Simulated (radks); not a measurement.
# Ge in [Ar] 3d10 4s2 4p1.5 4f0.5: an all-electron calculation

One table from this session's results is given with a row withheld; the runs are named, their logs left out.

The numbers are computed with radks (a radial shooting solver on a logarithmic mesh, Libxc functionals) version 1 (Dirac Kohn-Sham, LDA (Slater exchange, Perdew-Wang correlation), spin-unpolarised, spherical densities, finite nucleus; open shells are shared between the two j in proportion to 2j + 1), except any that are marked as measured or tabulated.

## Starting point

| Quantity | Value |
| --- | --- |
| element | germanium (Z = 32) |
| charge | 0 |
| electrons | 32 |
| configuration | [Ar] 3d10 4s2 4p1.5 4f0.5 |
| nuclear rms radius | 4.0742 fm |

Set-up of the first run:

Settings of this run:

```text
Z 32
configuration [Ar] 3d10 4s2 4p1.5 4f0.5 5s0 4d0
relativity Dirac
functional lda,pw
spin unpolarised
j_filling average
nucleus finite rms 4.0742 fm
c 137.035999084
```

Among the steps run: Self-consistent calculation.

One table of the session follows, with a row left open; its other results are not shown here.

It belongs to the step «Shells». The radial density on a logarithmic grid:

```
r (bohr)  4πr²ρ (e/bohr)
 0.00221           1.402
 0.00371           3.500
 0.00619           8.083
  0.0104           16.98
  0.0174           29.56
  0.0292           39.03
  0.0488               ?
  0.0821           33.05
   0.137           45.23
   0.230           32.18
   0.384           24.56
   0.646           25.12
    1.08           7.607
    1.81           2.388
    3.03          0.8213
    5.09         0.07225
    16.9         0.01005
    28.4         0.02788
```

Q: Estimate the row for r (bohr) = 0.0488 from the others.

Worked estimate for «4πr²ρ (e/bohr)». A straight line through the neighbours (0.0292, 39.03) and (0.0821, 33.05) gives 39.03 + (33.05 − 39.03) × (0.0488 − 0.0292) / (0.0821 − 0.0292) = 36.81; a parabola fitted to 4 rows on both sides gives 33.10.

**Answer.** 4πr²ρ (e/bohr): 35.65. In «4πr²ρ (e/bohr)» the line misses by +1.16 and the parabola by -2.55.
